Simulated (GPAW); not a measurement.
# Co3W (P6_3/mmc) in GPAW: further runs

Aim: see how the results for Co3W move with the level of theory and the settings. Levels: PBEsol, LDA. Tasks: band structure.

Everything below comes from runs of GPAW 26.7.0. Logs are shortened: lines on timing, memory, paths and dates and some standing lists are left out, and cuts for length are marked. The log counts tension as positive stress, the text compression.

## 1. Starting point

The structure is hexagonal, space group P6_3/mmc (No. 194). The conventional cell has a = 5.120 Å, b = 5.120 Å, c = 4.120 Å, α = 90.00°, β = 90.00°, γ = 120.00°. Around W (site symmetry -6m2) lie 12 Co at 2.53 to 2.56 Å. Around Co (site symmetry mm2) lie 4 W at 2.53 to 2.56 Å and 8 Co at 2.54 to 2.57 Å.

## 2. Band structure, PBEsol, collinear spin, ferromagnetic start

Contents of run.py:

```python
from ase import Atoms
from ase.dft.bandgap import bandgap
from ase.io import write
from ase.units import GPa
from gpaw import GPAW, PW, setup_paths

setup_paths.insert(0, '.')

atoms = Atoms(['W', 'W', 'Co', 'Co', 'Co', 'Co', 'Co', 'Co'],
              cell=[[5.12, 0.0, 0.0],
                    [-2.56, 4.4340500674, 0.0],
                    [0.0, 0.0, 4.12]],
              scaled_positions=[[0.6666666667, 0.3333333333, 0.75],
                                [0.3333333333, 0.6666666667, 0.25],
                                [0.6659999999, 0.833, 0.75],
                                [0.833, 0.1670000001, 0.25],
                                [0.1670000001, 0.3340000001, 0.75],
                                [0.3340000001, 0.1670000001, 0.25],
                                [0.1670000001, 0.833, 0.75],
                                [0.833, 0.6659999999, 0.25]],
              pbc=True)
atoms.set_initial_magnetic_moments([0.0, 0.0, 2.0, 2.0, 2.0, 2.0, 2.0, 2.0])

calc = GPAW(mode=PW(600),
            xc='PBEsol',
            kpts={'size': (4, 4, 4), 'gamma': True},
            occupations={'name': 'fermi-dirac', 'width': 0.05},
            nbands=76,
            convergence={'density': 1e-05, 'energy': 1e-05},
            maxiter=150,
            txt='gpaw.txt')
atoms.calc = calc
energy = atoms.get_potential_energy()
forces = atoms.get_forces()
stress = atoms.get_stress()
calc.write('gs.gpw')
write('result.traj', atoms)
print(f'Energy: {energy:.6f} eV')
print('Forces (eV/A):')
print(forces.round(4))
print('Stress (GPa):', (stress / GPa).round(3))
print('Moments:', calc.get_magnetic_moments().round(3))
print('Fermi level:', round(calc.get_fermi_level(), 4), 'eV')
print(f'Gap: {bandgap(calc)[0]:.4f} eV, direct: {bandgap(calc, direct=True)[0]:.4f} eV')

path = atoms.cell.bandpath('GMKGALHA,LM,KH', npoints=60, eps=1e-4)
bs_calc = calc.fixed_density(kpts=path, symmetry='off', nbands=104,
                             convergence={'bands': 'CBM+6.0', 'eigenstates': 1e-6}, txt='bands.txt')
bs = bs_calc.band_structure()
bs.write('bs.json')
print(f'Gap on the path: {bandgap(bs_calc)[0]:.4f} eV')
```

Potentials or basis: PAW data sets generated in the run's folder for this functional, pw.

Command:

```bash
gpaw-setup -f PBEsol Co W
OMP_NUM_THREADS=1 python run.py
```

gpaw.txt:

```text
__  _  _
 | _ |_)|_||  |
 |__||  | ||/\| - 26.7.0

Input parameters:
  mode=PW(ecut=600.0),
  convergence={'density': 1e-05, 'energy': 1e-05},
  kpts=MonkhorstPack(size=(4, 4, 4), gamma=True),
  maxiter=150,
  nbands=76,
  occupations=Occupations(name='fermi-dirac', width=0.05),
  xc=XC(name='PBEsol')

Diagonalizing LCAO Hamiltonian
Converting LCAO to pw mode

         Co    Co

          Co     W
           W      Co

             Co    Co

Atoms  # Å, Bohr magnetons
|   | symbol |         x |        y |        z |    initial magnetic moments |
|---|--------|-----------|----------|----------|-----------------------------|
| 0 |      W |  2.560000 | 1.478017 | 3.090000 | ( 0.0000,  0.0000,  0.0000) |
| 1 |      W | -0.000000 | 2.956033 | 1.030000 | ( 0.0000,  0.0000,  0.0000) |
| 2 |     Co |  1.277440 | 3.693564 | 3.090000 | ( 0.0000,  0.0000,  2.0000) |
| 3 |     Co |  3.837440 | 0.740486 | 1.030000 | ( 0.0000,  0.0000,  2.0000) |
| 4 |     Co |  0.000000 | 1.480973 | 3.090000 | ( 0.0000,  0.0000,  2.0000) |
| 5 |     Co |  1.282560 | 0.740486 | 1.030000 | ( 0.0000,  0.0000,  2.0000) |
| 6 |     Co | -1.277440 | 3.693564 | 3.090000 | ( 0.0000,  0.0000,  2.0000) |
| 7 |     Co |  2.560000 | 2.953077 | 1.030000 | ( 0.0000,  0.0000,  2.0000) |

Unit cell  # Å
| periodic |         x |        y |        z |  lengths |     angles |
|----------|-----------|----------|----------|----------|------------|
|      yes |  5.120000 | 0.000000 | 0.000000 | 5.120000 |  90.000000 |
|      yes | -2.560000 | 4.434050 | 0.000000 | 5.120000 |  90.000000 |
|      yes |  0.000000 | 0.000000 | 4.120000 | 4.120000 | 120.000000 |

Number of symmetries: 12
Symmetry operations  # r_c * U_cc + t_c -> r_c
|    | kind |            matrix            |
|----|------|------------------------------|
|  0 |  σ   |  1, 1, 0,  0,-1, 0,  0, 0, 1 |
|  1 |  S6  |  1, 1, 0, -1, 0, 0,  0, 0,-1 |
|  2 |  E   |  1, 0, 0,  0, 1, 0,  0, 0, 1 |
|  3 |  C2  |  1, 0, 0, -1,-1, 0,  0, 0,-1 |
|  4 |  C2  |  0, 1, 0,  1, 0, 0,  0, 0,-1 |
|  5 |  C3  |  0, 1, 0, -1,-1, 0,  0, 0, 1 |
|  6 |  S6  |  0,-1, 0,  1, 1, 0,  0, 0,-1 |
|  7 |  σ   |  0,-1, 0, -1, 0, 0,  0, 0, 1 |
|  8 |  σ   | -1, 0, 0,  1, 1, 0,  0, 0, 1 |
|  9 |  i   | -1, 0, 0,  0,-1, 0,  0, 0,-1 |
| 10 |  C3  | -1,-1, 0,  1, 0, 0,  0, 0, 1 |
| 11 |  C2  | -1,-1, 0,  0, 1, 0,  0, 0,-1 |

BZ-sampling:
  Number of BZ points: 64
  Number of IBZ points: 13

  Monkhorst-Pack size: [4, 4, 4]
  Monkhorst-Pack shift: [0.125, 0.125, 0.125]

K-points  # in reciprocal-cell coordinates
|     |                                coordinates |     weight |
|-----|--------------------------------------------|------------|
|   0 | (  0.00000000,   0.00000000,   0.00000000) | 0.01562500 |
|   1 | (  0.00000000,   0.00000000,   0.25000000) | 0.03125000 |
|   2 | (  0.00000000,   0.00000000,   0.50000000) | 0.01562500 |
|   3 | (  0.25000000,   0.00000000,  -0.25000000) | 0.09375000 |
|   4 | (  0.25000000,   0.00000000,   0.00000000) | 0.09375000 |
|   5 | (  0.25000000,   0.00000000,   0.25000000) | 0.09375000 |
|   6 | (  0.25000000,   0.00000000,   0.50000000) | 0.09375000 |
|   7 | (  0.50000000,   0.25000000,   0.00000000) | 0.09375000 |
|   8 | (  0.50000000,   0.25000000,   0.25000000) | 0.18750000 |
|   9 | (  0.50000000,   0.25000000,   0.50000000) | 0.09375000 |
| ... |                                            |            |
|  12 | (  0.50000000,   0.50000000,   0.50000000) | 0.04687500 |

Plane wave coefficients: 3148
Cutoff: 600.0 eV

Spin-components: 2 (collinear spins)
Bands:           76
Projectors:      48
Spin-degeneracy: 1
Datatype:        complex128

Parallelization:
  kpt:    1
  domain: 1
  band:   1

Density:
  Valence electrons: 82.0
  Components: 2
  Grid points: [30 30 24]
  Charge: 0.0  # |e|

Potential:
  Grid points: [30 30 24]

species:
  W:
    name:    Tungsten
    Z:       74.0
    valence: 14
    core:    60
    charge:  0.0  # [|e|]
    compensation charges:
      type: gauss
      rc: 0.40  # [Å]
      lmax: 2
    cutoffs:
      filter: 2.36  # [Å]
      core: 3.02  # [Å]
    projectors
    | kind |    occ | energy [eV] | rcut [Å] |
    |------|--------|-------------|----------|
    |   5s |  2.000 |     -78.864 |    1.344 |
    |   6s |  2.000 |      -5.730 |    1.344 |
    |   5p |  6.000 |     -43.252 |    1.355 |
    |   6p |  0.000 |      -1.338 |    1.355 |
    |   5d |  4.000 |      -4.526 |    1.228 |
    |    d |        |      22.686 |    1.228 |

    Using partial waves for W as LCAO basis

  Co:
    name:    Cobalt
    Z:       27.0
    valence: 9
    core:    18
    charge:  0.0  # [|e|]
    compensation charges:
      type: gauss
      rc: 0.32  # [Å]
      lmax: 2
    cutoffs:
      filter: 1.87  # [Å]
      core: 2.55  # [Å]
    projectors
    | kind |    occ | energy [eV] | rcut [Å] |
    |------|--------|-------------|----------|
    |   4s |  2.000 |      -5.488 |    1.005 |
    |   4p |  0.000 |      -1.248 |    1.058 |
    |   3d |  7.000 |      -8.230 |    1.005 |
    |    s |        |      21.723 |    1.005 |
    |    p |        |      25.963 |    1.058 |
    |    d |        |      18.981 |    1.005 |

    Using partial waves for Co as LCAO basis

Reference energy: -1104498.705298  # eV

eigensolver:
  PPCG
  Converge bands: occupied
  niter=2

density mixing:
  MSR1-Mixer
  Pratt-step length: 0.05
  Maximum mixing coefficient: 0.75
  Old densities: 10
  SVD Regularization: 0.005
  Good broyden scale: 1.0
  Trust region scale: 1.0
  Backstep threshold: 4.0
  History deletion threshold: 6.0
  Fourier metric: weight=20.0, sigma=0.015

occupation numbers:
  Fermi-Dirac:
    width: 0.0500  # eV

poisson solver:
  ecut: 4800.0  # eV

xc functional:
  name: PBEsol with 2 nearest neighbor stencil

convergence criteria:
- Maximum integral of absolute [dens]ity change: 1e-05 electrons / valence electron
- Maximum [total energy] change in last 3 cyles: 1e-05 eV / valence electron
- Maximum integral of absolute [eigenst]ate change: 4e-08 eV^2 / valence electron
maximum number of iterations: 150

SCF iterations
|iter     | |      energy | eigst |  dens |  magmom |
|---------|-|-------------|-------|-------|---------|
|iter:   1| |  -79.484923 | +0.44 |       | +12.0164|
|iter:   2| |  -79.030335 | -1.44 | -0.80 | +11.6314|
|iter:   3| |  -78.637345 | -1.61 | -0.88 |  +9.7171|
|iter:   4| |  -79.018323 | -1.81 | -0.99 |  +6.7244|
|iter:   5| |  -79.340162 | -2.22 | -1.23 |  +3.5080|
|iter:   6| |  -79.462228 | -2.66 | -1.70 |  +0.9582|
|iter:   7| |  -79.492246 | -3.43 | -1.73 |  +1.7985|
|iter:   8| |  -79.498940 | -3.82 | -2.23 |  +1.7649|
|iter:   9| |  -79.498878 | -4.48 | -2.63 |  +1.7278|
|iter:  10| |  -79.498426c| -5.09 | -2.98 |  +1.7232|
|iter:  11| |  -79.498196c| -5.82 | -3.46 |  +1.7167|
|iter:  12| |  -79.498038c| -6.39 | -3.82 |  +1.7123|
|iter:  13| |  -79.498010c| -7.22 | -4.15 |  +1.7083|
|iter:  14| |  -79.497990c| -7.64c| -4.61 |  +1.7074|
|iter:  15| |  -79.497989c| -8.11c| -5.14c|  +1.7071|

Converged in 15 steps
Energy contributions relative to reference atoms: (reference = -1104498.705298)

Energy contributions:
  Kinetic:          30.910894
  Coulomb:         -29.275819
  Zero:             -0.230329
  External:          0.000000
  Xc:              -80.879979
  Entropy:          -0.045514
  Spinorbit:         0.000000
  ----------------------------
  Free energy:     -79.520746
  Extrapolated:    -79.497989

dipole moment: (-0.000001, -0.000002, -0.000002)  # |e|*Ang

Total magnetic moment: (0.000000, 0.000000, 1.707129)

Local magnetic moments
|        x |        y |         z |
|----------|----------|-----------|
| 0.000000 | 0.000000 | -0.143063 |  # W    0
| 0.000000 | 0.000000 | -0.143063 |  # W    1
| 0.000000 | 0.000000 |  0.363937 |  # Co   2
| 0.000000 | 0.000000 |  0.363937 |  # Co   3
| 0.000000 | 0.000000 |  0.363937 |  # Co   4
| 0.000000 | 0.000000 |  0.363937 |  # Co   5
| 0.000000 | 0.000000 |  0.363937 |  # Co   6
| 0.000000 | 0.000000 |  0.363937 |  # Co   7

Fermi level: 12.182
Eigenvalues  # (at kpt = [0.000, 0.000, 0.000])
| band index |      eig [eV] | occ [0-1] |      eig [eV] | occ [0-1] |
|------------|---------------|-----------|---------------|-----------|
|          0 |       -61.779 |     1.000 |       -61.845 |     1.000 |
|        ... |               |           |               |           |
|         31 |        10.676 |     1.000 |        10.989 |     1.000 |
|         32 |        10.676 |     1.000 |        10.989 |     1.000 |
|         33 |        10.709 |     1.000 |        11.005 |     1.000 |
|         34 |        10.709 |     1.000 |        11.005 |     1.000 |
|         35 |        11.098 |     1.000 |        11.348 |     1.000 |
|         36 |        11.120 |     1.000 |        11.419 |     1.000 |
[... 8 lines left out ...]
|         45 |        13.442 |     0.000 |        13.634 |     0.000 |
|         46 |        13.496 |     0.000 |        13.750 |     0.000 |
|        ... |               |           |               |           |
|         75 |        33.110 |     0.000 |        33.775 |     0.000 |

No gap
No difference between direct/indirect transitions

Forces  # eV/Ang
|        x |        y |        z |
|----------|----------|----------|
| -0.00000 |  0.00000 |  0.00000 |  # W    0
|  0.00000 |  0.00000 | -0.00000 |  # W    1
|  0.61389 |  0.35443 |  0.00000 |  # Co   2
|  0.61389 | -0.35443 | -0.00000 |  # Co   3
| -0.00000 | -0.70886 |  0.00000 |  # Co   4
| -0.61389 | -0.35443 | -0.00000 |  # Co   5
| -0.61389 |  0.35443 |  0.00000 |  # Co   6
|  0.00000 |  0.70886 | -0.00000 |  # Co   7

Stress tensor  # eV/Ang^3
|        x |         y |         z |
|----------|-----------|-----------|
| 0.069786 |  0.000000 |  0.000000 |
| 0.000000 |  0.069786 | -0.000000 |
| 0.000000 | -0.000000 |  0.083243 |

# Writing to gs.gpw (mode='')
```

It took 12 min on 1 thread of Arm Neoverse V2, shared host; peak memory 1.1 GiB.

What came out:

* Free energy: -79.5207 eV
* Pressure: -11.9 GPa
* Largest force: 0.709 eV/Å
* Band gap along the path: none (metal or under the smearing width)
* Net moment: 1.71 μB per cell
* Site moments: W -0.14; Co +0.36 μB

Forces on the atoms (eV/Å):
```
W    0.000  0.000  0.000
W    0.000  0.000  0.000
Co   0.614  0.354  0.000
Co   0.614 -0.354  0.000
Co   0.000 -0.709  0.000
Co  -0.614 -0.354  0.000
Co  -0.614  0.354  0.000
Co   0.000  0.709  0.000
```

Levels at the corners of the path, in eV from the Fermi level:
Spin up:
```tsv
point	band 39	band 40	band 41	band 42	band 43	band 44	band 45	band 46
Γ	-0.13	-0.05	0.01	0.20	1.06	1.06	1.26	1.26
M	-0.92	-0.79	-0.25	-0.17	0.08	0.44	0.53	0.87
K	-1.03	-0.66	-0.66	-0.19	0.46	0.46	0.47	1.38
Γ	-0.13	-0.05	0.01	0.20	1.06	1.06	1.26	1.26
A	-0.05	-0.05	0.65	0.65	0.65	0.65	0.68	0.68
L	-0.88	-0.88	-0.33	-0.33	0.31	0.31	0.65	0.65
H	-0.85	-0.85	-0.26	-0.26	0.31	0.31	0.85	0.85
A	-0.05	-0.05	0.65	0.65	0.65	0.65	0.68	0.68
L	-0.88	-0.88	-0.33	-0.33	0.31	0.31	0.65	0.65
M	-0.92	-0.79	-0.25	-0.17	0.08	0.44	0.53	0.87
K	-1.03	-0.66	-0.66	-0.19	0.46	0.46	0.47	1.38
H	-0.85	-0.85	-0.26	-0.26	0.31	0.31	0.85	0.85
```
Spin down:
| point | band 38 | band 39 | band 40 | band 41 | band 42 | band 43 |
| --- | --- | --- | --- | --- | --- | --- |
| Γ | -0.76 | 0.17 | 0.33 | 0.45 | 0.48 | 1.40 |
| M | -0.73 | -0.58 | -0.39 | 0.17 | 0.24 | 0.32 |
| K | -0.71 | -0.71 | -0.21 | -0.21 | 0.29 | 0.73 |
| Γ | -0.76 | 0.17 | 0.33 | 0.45 | 0.48 | 1.40 |
| A | -0.18 | 0.42 | 0.42 | 0.68 | 0.68 | 0.82 |
| L | -0.73 | -0.68 | -0.68 | 0.12 | 0.12 | 0.69 |
| H | -0.84 | -0.63 | -0.63 | 0.22 | 0.22 | 0.71 |
| A | -0.18 | 0.42 | 0.42 | 0.68 | 0.68 | 0.82 |
| L | -0.73 | -0.68 | -0.68 | 0.12 | 0.12 | 0.69 |
| M | -0.73 | -0.58 | -0.39 | 0.17 | 0.24 | 0.32 |
| K | -0.71 | -0.71 | -0.21 | -0.21 | 0.29 | 0.73 |
| H | -0.84 | -0.63 | -0.63 | 0.22 | 0.22 | 0.71 |

Caveat: the k mesh is coarse (spacing up to 0.38 Å⁻¹), so the values aren't converged; spin-orbit coupling is left out, which moves the levels of the heavy elements.

(Part 1 of 2 ends here.)
